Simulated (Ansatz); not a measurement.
# GeSbH₅: a ladder of functionals and wavefunction methods

How much do the methods differ for GeSbH₅? The plan is to run it at one geometry with functionals of several rungs and with coupled cluster. The yardstick is the atomisation energy at the CCSD(T) limit.

The runs use Ansatz 0.2.0, Gaussian basis; functionals in def2-TZVPP, the program's frozen cores in correlated methods.

The runs, in order: LDA (SPW92), PBE-D4, revPBE-D4, BLYP-D4, r2SCAN-D4, B97M-V, PBE0-D4, B3LYP-D4, r2SCANh-D4, r2SCAN0-D4, HSE06-D4, BHLYP-D4, CAM-B3LYP-D4, LC-ωPBE, ωB97X-V, ωB97M-V, B2PLYP, PBE-QIDH; CCSD(T)/def2-SVP; CCSD(T)/def2-TZVPP; MP2/def2-QZVPP; extrapolation to the limit; RPA on PBE.

## 1. The geometry

All runs share one geometry, relaxed beforehand with PBE0-D4 in a triple-zeta def2 set. Sb takes the def2 core potential; no spin-orbit term is included.

SMILES `[GeH3][SbH2]`, 7 atoms, charge 0, spin multiplicity 1.

Atoms are counted from 1 here; the program's logs count them from 0.

Bond lengths: Ge1–Sb2 2.620 Å, Ge1–H3 1.536 Å, Ge1–H4 1.538 Å, Ge1–H5 1.538 Å, Sb2–H6 1.709 Å, Sb2–H7 1.709 Å. Angles: Sb2–Ge1–H3 112.5°, Sb2–Ge1–H4 108.9°, Sb2–Ge1–H5 108.9°, H3–Ge1–H4 109.0°, H3–Ge1–H5 109.0°, H4–Ge1–H5 108.4°, Ge1–Sb2–H6 91.1°, Ge1–Sb2–H7 91.1°, H6–Sb2–H7 91.3°.

## 2. LDA

This LDA is Slater exchange with PW92 correlation.

Input file in.yaml:

```yaml
crystal:
  periodic: [false, false, false]
  atoms:
    - {symbol: Ge, position_ang: [-0.516629, -0.612759, -0.545439]}
    - {symbol: Sb, position_ang: [0.721114, 1.568760, 0.213320]}
    - {symbol: H, position_ang: [-0.380149, -1.752489, 0.475851]}
    - {symbol: H, position_ang: [-2.008345, -0.294784, -0.744829]}
    - {symbol: H, position_ang: [0.066642, -1.073987, -1.891943]}
    - {symbol: H, position_ang: [0.074561, 1.427613, 1.788498]}
    - {symbol: H, position_ang: [2.104007, 0.669648, 0.658642]}
basis:
  gaussian: {orbitals: def2-TZVPP}
hamiltonian: {xc: lda}
output: {orbitals: {seedname: orbitals}}
```

Command:

```
$ ansatz run in.yaml --threads 2 --pin off --events-out ev --progress --plain --max-ram 4352MiB
```

The runs that follow: PBE-D4 (GGA); revPBE-D4 (GGA); BLYP-D4 (GGA); r2SCAN-D4 (meta-GGA); B97M-V (meta-GGA); B3LYP-D4 (hybrid); r2SCANh-D4 (hybrid); r2SCAN0-D4 (hybrid); HSE06-D4 (hybrid); BHLYP-D4 (hybrid); CAM-B3LYP-D4 (range-separated); LC-ωPBE (range-separated); ωB97X-V (range-separated); ωB97M-V (range-separated); B2PLYP (double hybrid); PBE-QIDH (double hybrid); CCSD(T) in def2-SVP; CCSD(T) in def2-TZVPP; MP2 in def2-QZVPP; RPA on PBE orbitals.

**Question.** What will the summary of the whole plan be? Wanted: atomisation energy, CCSD(T)/CBS; farthest beyond LDA; mean size of error, GGA; mean size of error, meta-GGA; mean size of error, hybrid; mean size of error, range-separated; mean size of error, double hybrid; gap, smallest and largest; T1 diagnostic.

**Answer**, as computed:

```
                               quantity                                  value
        atomisation energy, CCSD(T)/CBS                          1653.5 kJ/mol
 functionals within 16.5 kJ/mol (1.0 %)        B3LYP-D4, CAM-B3LYP-D4, ωB97X-V
                    farthest beyond LDA                 LC-ωPBE (-64.3 kJ/mol)
                mean size of error, GGA                            38.2 kJ/mol
           mean size of error, meta-GGA                            22.8 kJ/mol
             mean size of error, hybrid                            31.8 kJ/mol
    mean size of error, range-separated                            28.1 kJ/mol
      mean size of error, double hybrid                            48.2 kJ/mol
              gap, smallest and largest  4.82 eV (BLYP-D4), 10.93 eV (LC-ωPBE)
                          T1 diagnostic                                 0.0128
triples share of the correlation energy                                  3.0 %
```

**Reading.** LDA overbinds by 209.3 kJ/mol (13 %). PBE-D4 misses by -32.6 kJ/mol. Double hybrids carry the basis error of their MP2 part in triple zeta, and no dispersion term here, so their miss is partly the set-up's. Taken by rung, meta-GGA functionals do best (22.8 kJ/mol on average) and double hybrid ones worst beyond LDA (48.2 kJ/mol). The gap between the best rungs is small, so their order is not settled. The reference freezes the cores and leaves out spin-orbit coupling and excitations past (T), and its outer-core shells are covered unevenly, so misses under about 16.5 kJ/mol can't be ranked. All levels share the lack of spin-orbit coupling, which lowers the free heavy atoms and so the true binding. Hartree-Fock recovers 68 % of the binding; the rest is correlation. CCSD(T) in def2-SVP is off by -148.2 kJ/mol, which most functionals beat. The gap grows from 4.8 to 10.9 eV across the functionals, mostly with the share of exact exchange. Correlated methods include outer-core shells of Ge, Sb, which these sets cover unevenly.
